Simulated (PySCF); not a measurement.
**SnH3O (SMILES [OH][SnH2]): UPBE-D3M(BJ)/ma-def2-TZVP (density fitting with def2-universal-jkfit, core potential, NVE dynamics)**

Wanted: a short trajectory of SnH3O. 

The calculation is run with PySCF 2.14.0.

3 further runs of the same task are left out: 1 that didn't finish, 2 set aside as unsound or not needed.

**1. The molecule**

The species is SnH3O (5 atoms), meant as a doublet with charge 0. As SMILES, `[OH][SnH2]`. The shape is that of a PBE0-D4/def2-TZVP optimisation. This is one conformer, not always the lowest. The run starts from this shape.

Bond lengths: O1–Sn2 1.976 Å, O1–H3 0.960 Å, Sn2–H4 1.735 Å, Sn2–H5 1.722 Å. Angles: O1–Sn2–H4 106.9°, O1–Sn2–H5 101.9°, Sn2–O1–H3 113.3°, H4–Sn2–H5 111.7°.

**2. A short trajectory at UPBE-D3M(BJ)/ma-def2-TZVP (density fitting with def2-universal-jkfit, core potential, NVE dynamics)**

File run.py:

```python
import numpy
import pyscf.grad
from pyscf import gto, dft
from ase import units
from ase.md.velocitydistribution import MaxwellBoltzmannDistribution, Stationary, ZeroRotation
from ase.md.verlet import VelocityVerlet
from pyscf.pbc.tools.pyscf_ase import PySCF, ase_atoms_to_pyscf
from ase import Atoms

atoms = Atoms(['O', 'Sn', 'H', 'H', 'H'], positions=[
    [0.707400, -0.732900, 0.861900],
    [0.104500, 0.308800, -0.705500],
    [0.368600, -1.631300, 0.873200],
    [-1.606800, 0.061300, -0.845900],
    [0.476300, 1.920400, -0.224900],
])

molecule = gto.M(
    atom=ase_atoms_to_pyscf(atoms),
    ecp={'Sn': 'def2-svp'},
    max_memory=1860,
    basis='ma-def2-tzvp',
    verbose=0,
    spin=1,
)

mf = dft.UKS(molecule)
mf.xc = 'pbe'
mf = mf.density_fit(auxbasis='def2-universal-jkfit')
mf.disp = 'd3bjm'
mf.max_cycle = 100
atoms.calc = PySCF(method=mf)

e_ev = atoms.get_potential_energy()
print('energy %.6f eV' % e_ev)
rng = numpy.random.RandomState(869)
MaxwellBoltzmannDistribution(atoms, temperature_K=300, rng=rng)
Stationary(atoms)
ZeroRotation(atoms)
dyn = VelocityVerlet(atoms, 0.5 * units.fs, trajectory='md.traj', logfile='-')
dyn.run(15)
print(atoms.get_positions().round(5))
```

Run with:

```sh
OMP_NUM_THREADS=1 python run.py
```

What it wrote:

```text
energy -7925.270103 eV
Time[ps]      Etot[eV]     Epot[eV]     Ekin[eV]    T[K]
0.0000       -7925.1081   -7925.2701       0.1620   250.6
0.0005       -7925.1082   -7925.2713       0.1631   252.4
0.0010       -7925.1082   -7925.2671       0.1589   245.8
0.0015       -7925.1081   -7925.2576       0.1494   231.2
0.0020       -7925.1080   -7925.2444       0.1364   211.1
0.0025       -7925.1078   -7925.2302       0.1224   189.3
0.0030       -7925.1077   -7925.2177       0.1100   170.2
0.0035       -7925.1076   -7925.2092       0.1016   157.2
0.0040       -7925.1076   -7925.2059       0.0982   152.0
0.0045       -7925.1077   -7925.2074       0.0996   154.2
0.0050       -7925.1078   -7925.2123       0.1045   161.6
0.0055       -7925.1080   -7925.2187       0.1107   171.4
0.0060       -7925.1080   -7925.2247       0.1167   180.5
0.0065       -7925.1080   -7925.2292       0.1212   187.5
0.0070       -7925.1080   -7925.2323       0.1243   192.3
0.0075       -7925.1079   -7925.2346       0.1267   196.0
[[ 0.70338 -0.74755  0.89672]
 [ 0.10478  0.3102  -0.70982]
 [ 0.54983 -1.68471  0.78466]
 [-1.72126  0.16004 -0.77962]
 [ 0.44085  1.94221 -0.24809]]
```

It took 2.9 min on 1 thread of Arm Neoverse V2, shared host; peak memory 0.98 GiB.

Steps, from the record of the run:

```
step  potential energy change (eV)  largest force (eV/Å)
   0                        0.0000                0.6764
   1                       -0.0012                0.6297
   2                        0.0030                0.7728
   3                        0.0125                0.9550
   4                        0.0257                1.1375
   5                        0.0399                1.2975
   6                        0.0524                1.4216
   7                        0.0609                1.5015
   8                        0.0642                1.5339
   9                        0.0627                1.5194
  10                        0.0578                1.4625
  11                        0.0514                1.3702
  12                        0.0454                1.2523
  13                        0.0409                1.1196
  14                        0.0378                0.9837
  15                        0.0355                0.9308
```
